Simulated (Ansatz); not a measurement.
# wB97M-V/STO-3G run of SiH3Br (SMILES [SiH3]Br)

Aim: the electronic atomisation energy of SiH3Br at wB97M-V/STO-3G, from 4 runs. 

Program for the calculation: Ansatz 0.2.0.

56 further runs of the same task are left out: 6 that didn't finish, 50 set aside as unsound or not needed.

### 1 The system as given

SiH3Br: 5 atoms, total charge 0, spin state singlet. As SMILES, `[SiH3]Br`. The coordinates come from a PBE0-D4/def2-TZVP relaxation.

Bond lengths: Si1–Br2 2.219 Å, Si1–H3 1.481 Å, Si1–H4 1.481 Å, Si1–H5 1.481 Å. Angles: Br2–Si1–H3 108.4°, Br2–Si1–H4 108.4°, Br2–Si1–H5 108.4°, H3–Si1–H4 110.5°, H3–Si1–H5 110.5°, H4–Si1–H5 110.5°.

### 2 The energy at wB97M-V/STO-3G

File job.yaml:

```yaml
crystal:
  periodic: [false, false, false]
  atoms:
    - {symbol: Si, position_ang: [-0.147420, 0.056100, -0.043220]}
    - {symbol: Br, position_ang: [1.853020, -0.705130, 0.543250]}
    - {symbol: H, position_ang: [-1.064550, -0.105170, 1.107850]}
    - {symbol: H, position_ang: [-0.625550, -0.731350, -1.202270]}
    - {symbol: H, position_ang: [-0.015510, 1.485560, -0.405610]}
basis:
  gaussian:
    orbitals: STO-3G
hamiltonian:
  xc: {name: wB97M-V}
accuracy: high
```

Started as:

```bash
$ ansatz run job.yaml --threads 1 --pin off --max-ram 3480MiB --events-out events.jsonl --progress --plain --runs-dir runs
```

Output:

```text
Warning: RAYON_NUM_THREADS=1 ignored (pool sized by the plan → 1); use --threads N
Functional definition: wB97M-V
  name "wB97M-V"
  parameter omega = 0.3/bohr
  parameter cx = 0.15
  parameter cx01 = 1.007
  parameter cx10 = 0.259
  parameter css00 = 0.443
  parameter css04 = -1.437
  parameter css10 = -4.535
  parameter css20 = -3.390
  parameter css43 = 4.278
  parameter cos00 = 1.000
  parameter cos10 = 1.358
  parameter cos20 = 2.924
  parameter cos21 = -8.812
  parameter cos60 = -1.390
  parameter cos61 = 9.142
  parameter b = 6.0
  parameter c = 0.01
  gx(w, u) = 1 - cx + cx01*u + cx10*w
  gss(w, u) = css00 + css04*u^4 + css10*w + css20*w^2 + css43*w^4*u^3
  gos(w, u) = cos00 + cos10*w + (cos20 + cos21*u)*w^2 + (cos60 + cos61*u)*w^6
  exchange = spin_sum(e_x_unif_sr(omega)*gx(b97_w, b97_u_x)) + cx*exact_x_sr(omega) + exact_x_lr(omega)
  correlation = spin_sum(e_c_pw_mod_same_spin*gss(b97_w, b97_u_same))
      + integral(e_c_pw_mod_opposite_spin*gos(b97_w_opposite, b97_u_opposite)) + vv10(b, c)
441 factors; integrals over basis functions are off by at most 9.1e-9 eV
152 factors; integrals over basis functions are off by at most 1.0e-9 eV
mean field evaluation 1: about -77118.1326 eV, gradient 1.6e1 eV
mean field evaluation 2: about -77119.3306 eV, gradient 6.0e0 eV
mean field evaluation 4: about -77119.4518 eV, gradient 6.3e-2 eV
mean field evaluation 8: about -77119.4073 eV, gradient 1.4e-3 eV
mean field -77119.40734184 eV, -2834.0859464007 hartree, gradient 8.3e-8 eV, S^2 0.000000; 0 other end points of the search recorded, 0 dependent functions left out
reference -77119.40734421 eV, -2834.0859464878 hartree; 26, 26 occupied and 4, 4 virtual orbitals, 441 factors
Total energy: -77119.40734421 eV, -2834.0859464878 hartree
```

It took 20 s on 1 thread of Arm Neoverse V1, shared host; peak memory 0.3 GiB.

### 3 The Br atom at the same level

File input.yaml:

```yaml
basis:
  gaussian:
    orbitals: STO-3G
crystal:
  periodic: [false, false, false]
  atoms:
    - {symbol: Br, position_ang: [0.000000, 0.000000, 0.000000]}
magnetization:
  spin_polarized: true
  initial_magnetization: 1
hamiltonian:
  xc: {name: wB97M-V}
accuracy: high
```

Run the same way, it converges to -2546.04554 Eh (log not shown).

### 4 The H atom, same level

File in.yaml:

```yaml
crystal:
  periodic: [false, false, false]
  atoms:
    - {symbol: H, position_ang: [0.000000, 0.000000, 0.000000]}
basis:
  gaussian: {orbitals: STO-3G}
magnetization: {spin_polarized: true, initial_magnetization: 1}
accuracy: high
hamiltonian: {xc: {name: wB97M-V}}
```

Run the same way, it converges to -0.45654 Eh (log not shown).

### 5 The Si atom, same level

File in.yaml:

```yaml
crystal:
  periodic: [false, false, false]
  atoms:
    - {symbol: Si, position_ang: [0.000000, 0.000000, 0.000000]}
basis:
  gaussian:
    orbitals: STO-3G
magnetization:
  spin_polarized: true
  initial_magnetization: 2
hamiltonian:
  xc: {name: wB97M-V}
accuracy: high
```

Started as:

```bash
$ ansatz run in.yaml --threads 1 --pin off --max-ram 3480MiB --events-out events.jsonl --progress --plain --runs-dir runs
```

Output (excerpt; [...] marks lines left out):

```text
Warning: RAYON_NUM_THREADS=1 ignored (pool sized by the plan → 1); use --threads N
[... 2 set-up lines as earlier in the session ...]
[...]
  gx(w, u) = 1 - cx + cx01*u + cx10*w
  gss(w, u) = css00 + css04*u^4 + css10*w + css20*w^2 + css43*w^4*u^3
  gos(w, u) = cos00 + cos10*w + (cos20 + cos21*u)*w^2 + (cos60 + cos61*u)*w^6
[...]
      + integral(e_c_pw_mod_opposite_spin*gos(b97_w_opposite, b97_u_opposite)) + vv10(b, c)
42 factors; integrals over basis functions are off by at most 2.5e-9 eV
29 factors; integrals over basis functions are off by at most 4.1e-10 eV
[...]
mean field -7781.55893940 eV, -285.9670164927 hartree, gradient 6.5e-9 eV, S^2 2.000002; 0 other end points of the search recorded, 0 dependent functions left out
reference -7781.55894108 eV, -285.9670165546 hartree; 8, 6 occupied and 1, 3 virtual orbitals, 42 factors
Total energy: -7781.55894108 eV, -285.9670165546 hartree
```

Wall time 3.3 s (1 thread of Arm Neoverse V1, shared host); peak memory 0.22 GiB.

### 6 Results

Level: wB97M-V/STO-3G.

```
                     quantity           value
       molecule: total energy  -2834.08595 Eh
        Br atom: total energy  -2546.04554 Eh
                Br atom: ⟨S²⟩           0.750
         H atom: total energy     -0.45654 Eh
                 H atom: ⟨S²⟩           0.750
        Si atom: total energy   -285.96702 Eh
                Si atom: ⟨S²⟩           2.000
electronic atomisation energy       19.150 eV
```

What this shows: Taking the molecule apart into free atoms costs 19.15 eV (442 kcal/mol), before zero-point energy and without spin-orbit coupling. In a minimal basis such a difference can be off by several eV, whatever the method.
